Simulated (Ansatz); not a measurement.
# V4Ir (Fmmm) in Ansatz: reference runs

Aim: a first look at V4Ir with PBE, on the cell as given and on a disturbed one.

Program: Ansatz 0.2.0. These are calculated values, not measurements. Logs are shortened: lines on timing, memory, paths and dates and some standing lists are left out, and cuts for length are marked.

## (1) The structure

Symmetry: Fmmm, No. 69, orthorhombic system. The conventional cell has a = 3.020 Å, b = 4.414 Å, c = 20.612 Å, α = 90.00°, β = 90.00°, γ = 90.00°. Around Ir (site symmetry mmm) lie 4 V at 2.60 Å and 4 Ir at 2.67 Å. V (site symmetry mm2) is surrounded by 6 V at 2.52 to 2.67 Å and 2 Ir at 2.60 Å. Around V (site symmetry mm2) lie 8 V at 2.52 to 2.67 Å.

The cell comes from a database or a generator and needn't be the stable form of this composition.

## (2) Single point, PBE, collinear spin, ferromagnetic start

input.yaml reads:

```yaml
crystal:
  lattice:
    - [0.0, 2.207138, 10.306075]
    - [1.50986, 0.0, 10.306075]
    - [1.50986, 2.207138, 0.0]
  atoms:
    - { symbol: Ir, position: [0.0, 0.0, 0.0], spin: 0.6 }
    - { symbol: V, position: [0.602853, 0.602853, 0.397147], spin: 2.0 }
    - { symbol: V, position: [0.200511, 0.200511, 0.799489], spin: 2.0 }
    - { symbol: V, position: [0.799489, 0.799489, 0.200511], spin: 2.0 }
    - { symbol: V, position: [0.397147, 0.397147, 0.602853], spin: 2.0 }
hamiltonian:
  xc: pbe
  pseudopotentials: { kind: paw }
magnetization:
  spin_polarized: true
kpoints:
  mp_grid: { grid: [11, 11, 11] }
scf:
  occupations: { method: fermi_dirac, width: 0.05 }
output:
  forces: true
  stress: true
  eigenvalues: true
```

Potentials or basis: Ansatz PAW.

Started as:

```bash
ansatz run input.yaml --threads 2 --pin off --max-ram 5120MiB --backend cpu --events-out ev --progress --plain --runs-dir out
```

What it wrote:

```text
Warning: RAYON_NUM_THREADS=2 ignored (pool sized by the plan → 2); use --threads N
basis.fft_grid_basis auto: the FFT boxes are laid along the combinations [[1, -1, 0], [0, 1, 0], [0, 0, 1]] of the cell's own vectors, 2.674, 10.416 and 2.674 Å long. The dense box has 18×72×18 points. Along the cell's own vectors, as sized, it would have 72×72×18, 4.00 times as many. basis.fft_grid_basis: typed keeps the cell's own vectors: state it where this run's energies or levels are differenced outside the engine with another run's, or held beside a run that keeps those vectors.
Engine: ansatz 0.2.0, aarch64-unknown-linux-gnu
Pseudopotentials: kind: paw
Pseudopotential: Ir, paw, valence charge 17, recommended cutoff 420 eV (normal), Ir.paw.azcp
Pseudopotential: V, paw, valence charge 13, recommended cutoff 420 eV (normal), V.paw.azcp
Functional definition: PBE
  parameter kappa = 0.804
  parameter beta = 0.06672455060314922
  exchange = pbe_x(kappa = kappa, mu = beta*pi^2/3)
  correlation = pbe_c(beta = beta)
Crystal: 5 atoms, lattice volume = 68.689 Å³
Basis set: ecut = 420 eV, 1349 PW (Γ), FFT grids on a1−a2, a2, a3, exchange–correlation on 36×144×36 points (8 copies of the dense FFT grid, shifted against one another)
Bands: 47, of which v1, the nominal top of the filled ones, is band 35 counted from 1 (34 counted from 0)
Symmetry: 8 space group operations
Space group: Fmmm (ITA 69), of the structure as read, at distance tolerance 4.1e-5 Å
Magnetic group: BNS 69.521 (UNI 619), of the structure as read, at distance tolerance 4.1e-5 Å
k-points: 216 of 1331
Non-local potential: Ir, projectors of the file, l = 0: 3, l = 1: 2, l = 2: 2, l = 3: 1
Non-local potential: V, projectors of the file, l = 0: 3, l = 1: 2, l = 2: 3, l = 3: 1
PAW form: soft (Blöchl's): semilocal exchange-correlation on the pseudo side does not see the compensation charge
PAW one-centre angular grid: Ir, 590 points (default); XC on 64 Gauss nodes
PAW one-centre angular grid: V, 590 points (default); XC on 64 Gauss nodes
Initial density: superposition of atomic densities (chi_scale 0.1, normalization cell, long waves 74 % of neutral atoms (reshape's long-wave potential 1.74 eV rms, cloud 2.94 Å wide))
Starting moments: Σ|m| = 8.6 μB on 5 of 5 sites
Initial wavefunctions: pseudopotential atomic-orbital guess
Functional: x = pbe(κ = 0.804, μ = 0.2195149727645171), c = pbe(β = 0.06672455060314922)
SCF iter   1: F=—  HF=-23591.904782 eV  |F-HF|=—  |Δ(HF+E_count)|=         —  Δρ=1.48e-1 (↑1.48e-1 ↓1.46e-1)  dr2=1.77e2  dr2_m=9.21e0  M=0.457 μB ∫|m|=0.910 μB  β_m=0.30  ethr=3.10e-3  ⟨swp⟩=5.0  Hψ=61978  notcnv=0  defer=1
Mixer restart at iter 1: flushing history
preconditioner: auto → Kerker (q_TF=auto, 2.730 Å⁻¹)  [metal: Δε(μ)=0.010 eV  Ē_g=5.234 eV  σ=0.050 eV  W_gap=0.05  n_scr=24 (ndim 8)  ℏωp=24.1 eV  f_vac=0.000  D(μ)=2.93/eV (n_scr^D=24)]
spin=Collinear: Kerker preconditioning applied to the charge; magnetization (m = ρ↑ − ρ↓) channel mixes plain (no charge-response kernel on spin).
[... 19 lines left out ...]
Absolute magnetization: 0.0000 μB (∫|ρ↑−ρ↓|, with the PAW one-centre terms)
Spin contamination: 0.0000 ħ² per cell (⟨S²⟩ above its minimum at these occupations)
Per-site moments (μB) at R_I (Å): [(-3.068007421476081e-6, 1.0736233335816525), (2.9465326793913196e-6, 1.0379609949949709), (-3.27030638586284e-6, 1.0379609949949709), (-3.270306386014424e-6, 1.0379609949949709), (2.9465326797531624e-6, 1.0379609949949709)]
Free energy (F): -23585.690871 eV
Harris-Foulkes:  -23585.690871 eV  (|F-HF|=1.04e-8)
Internal energy: -23585.638758 eV  (E = F + TS)
E sigma→0 (E₀):  -23585.664814 eV
Entropy (-TS):   -0.052113 eV (-10.423 meV/atom)
Fermi energy:    18.352008 eV
--- Per-component energies (eV) ---
  E_band       = -700.131229
  E_kinetic    = 1967.116118
  E_local      = -4847.470374  (includes V_loc(G=0)·N_el)
  E_nonlocal   = -110.656618
  E_hartree    = 2137.272613
  E_xc         = -790.029298
  E_vxc        = -961.945777  (∫ρ·V_xc dr)
  E_paw        = -13673.602507  (= ΣΔE_a)
  E_vpaw       = -1021.719400  (= ΣTr[D̂ρ^β])
  E_aug_tail   = 0.001143  (compensation charges beyond the density's cutoff)
  E_ewald      = -8268.269833
  E_smearing   = -0.052113  (= −TS)
  E_closure    = 0.000000  (closes the sum)
  Σ components = -23585.690871   (vs F -23585.690871, Δ=0.00e0)
--- Forces (eV/Å), atoms counted from 1 ---
  atom   1  Ir     0.00000000     0.00000000     0.00000000
  atom   2  V      0.00000000     0.00000000    -0.01942302
  atom   3  V      0.00000000     0.00000000    -0.07884527
  atom   4  V      0.00000000     0.00000000     0.07884527
  atom   5  V      0.00000000     0.00000000     0.01942302
  max |Σ_I F_I| component: 1.39e-17 eV/Å
--- Stress (GPa, compression-positive) ---
       -0.563073       0.000000       0.000000
        0.000000      -0.944762       0.000000
        0.000000       0.000000      -1.093271
  P = ⅓ Tr σ = -0.8670 GPa (-8.670 kbar)
--- Band table (eV; the first three rows and the last of 432) ---
  k-point 0 ↑: bands = ["-74.1845", "-45.7094", "-45.7078", "-45.3066", "-45.1876", "-31.0636", "-30.8962", "-30.7261", "-19.7660", "-19.6698", "-19.3040", "-19.2922", "-19.1881", "-19.1833", "-19.1833", "-18.9199", "-18.7838", "-18.7752", "-18.7626", "-18.7402", "9.4607", "12.1273", "12.9961", "13.4271", "13.7741", "15.0423", "16.2340", "16.3666", "17.2810", "17.2919", "17.6731", "17.8831", "18.1154", "18.2223", "18.6864", "18.8171", "18.9096", "18.9707", "19.1691", "19.5016", "19.8026", "20.1162", "20.2396", "20.2912", "20.4642", "20.6093", "20.6884"]
  k-point 1 ↑: bands = ["-74.1819", "-45.7028", "-45.7012", "-45.2992", "-45.1848", "-31.0587", "-30.9194", "-30.7483", "-19.7502", "-19.6687", "-19.3436", "-19.3292", "-19.2036", "-19.2032", "-19.1670", "-18.9473", "-18.8105", "-18.7960", "-18.7554", "-18.7505", "9.7442", "12.3534", "13.1411", "13.6010", "13.8203", "15.2266", "16.1107", "16.2489", "17.1672", "17.2400", "17.5636", "17.6584", "18.0361", "18.2816", "18.5511", "18.7725", "18.9043", "19.0994", "19.2060", "19.4665", "19.7760", "19.9938", "20.2721", "20.3040", "20.4276", "20.6730", "20.7358"]
  k-point 2 ↑: bands = ["-74.1752", "-45.6848", "-45.6837", "-45.2788", "-45.1779", "-31.0458", "-31.0016", "-30.7868", "-19.7085", "-19.6677", "-19.4559", "-19.4198", "-19.2475", "-19.2346", "-19.1529", "-19.0231", "-18.8894", "-18.8345", "-18.7587", "-18.7497", "10.5048", "12.9305", "13.4414", "13.9665", "14.0232", "15.5582", "15.7657", "16.3465", "16.8587", "17.2179", "17.4849", "17.6020", "17.7083", "18.0444", "18.2583", "18.4284", "18.6331", "19.1710", "19.7274", "19.8896", "19.9316", "20.1321", "20.2582", "20.3282", "20.4233", "20.7981", "20.8227"]
  k-point 215 ↓: bands = ["-74.1819", "-45.7034", "-45.7005", "-45.2993", "-45.1848", "-31.0588", "-30.9194", "-30.7483", "-19.7401", "-19.6819", "-19.3415", "-19.3282", "-19.2036", "-19.2031", "-19.1658", "-18.9481", "-18.8104", "-18.7960", "-18.7562", "-18.7503", "9.7620", "12.2843", "12.8038", "13.8201", "14.4471", "14.8997", "16.1095", "16.2054", "17.0097", "17.2631", "17.3569", "17.6896", "18.1345", "18.2625", "18.4126", "18.6244", "18.8298", "18.9526", "19.4465", "19.8529", "19.9324", "20.1823", "20.3263", "20.4181", "20.4354", "20.6814", "20.7188"]
```

It took 77 s on 2 threads of Arm Neoverse V1, shared host; peak memory 1.1 GiB.

Results:

```yaml
Free_energy: -23585.6909 eV
Pressure: -0.9 GPa
Largest_force: 0.079 eV/Å
Band_gap_on_the_k_mesh: none (metal or under the smearing width)
Net_moment: 0.00 μB per cell
Absolute_moment: 0.00 μB per cell
```

Forces in eV/Å, atoms in the order of the input:
```
Ir   0.000  0.000  0.000
V    0.000  0.000 -0.019
V    0.000  0.000 -0.079
V    0.000  0.000  0.079
V    0.000  0.000  0.019
```

Stress tensor (GPa, compression positive):
```
-0.56  0.00  0.00
 0.00 -0.94  0.00
 0.00  0.00 -1.09
```

Caveat: the starting moments weren't kept. Spin-orbit coupling is left out, which matters for the levels of Ir.

## (3) Single point, PBE, collinear spin, ferromagnetic start (atoms moved at random, drawn with an rms of 0.05 Å)

input.yaml reads:

```yaml
crystal:
  lattice:
    - [0.0, 2.207138, 10.306075]
    - [1.50986, 0.0, 10.306075]
    - [1.50986, 2.207138, 0.0]
  atoms:
    - { symbol: Ir, position: [-0.007602, 0.006013, 0.01206], spin: 0.6 }
    - { symbol: V, position: [0.602861, 0.599943, 0.397522], spin: 2.0 }
    - { symbol: V, position: [0.200202, 0.199466, 0.7918], spin: 2.0 }
    - { symbol: V, position: [0.804367, 0.79234, 0.201845], spin: 2.0 }
    - { symbol: V, position: [0.412964, 0.382091, 0.608325], spin: 2.0 }
hamiltonian:
  xc: pbe
  pseudopotentials: { kind: paw }
magnetization:
  spin_polarized: true
kpoints:
  mp_grid: { grid: [11, 11, 11] }
scf:
  occupations: { method: fermi_dirac, width: 0.05 }
output:
  forces: true
  stress: true
  eigenvalues: true
```

Potentials or basis: Ansatz PAW.

Started as:

```bash
ansatz run input.yaml --threads 2 --pin off --max-ram 5120MiB --backend cpu --events-out ev --progress --plain --runs-dir out
```

Wall time 7.6 min (2 threads of Arm Neoverse V1, shared host); peak memory 2.7 GiB.

The run converged. Its results:

- Free energy: -23585.6798 eV
- Pressure: -0.6 GPa
- Largest force: 0.309 eV/Å
- Band gap on the k mesh: none (metal or under the smearing width)
- Net moment: 0.00 μB per cell
- Absolute moment: 0.00 μB per cell

Forces in eV/Å, atoms in the order of the input:
```
Ir  -0.150  0.039  0.060
V    0.033 -0.043  0.150
V    0.044  0.095 -0.141
V   -0.039  0.005  0.203
V    0.112 -0.096 -0.271
```

Stress tensor (GPa, compression positive):
```
 0.09  0.00 -0.08
 0.00 -1.17 -0.17
-0.08 -0.17 -0.58
```

Levels at points of the mesh, in eV from the Fermi level:
Spin up:
```tsv
k point	band 32	band 33	band 34	band 35	band 36	band 37
(0.00, 0.00, 0.00)	-0.52	-0.21	-0.16	0.35	0.47	0.56
```
Spin down:
```
           k point  band 30  band 31  band 32  band 33  band 34  band 35  band 36  band 37  band 38  band 39
(0.00, 0.00, 0.00)    -1.05    -0.66    -0.52    -0.21    -0.16     0.35     0.47     0.56     0.57     0.85
```

Caveat: the starting moments weren't kept.
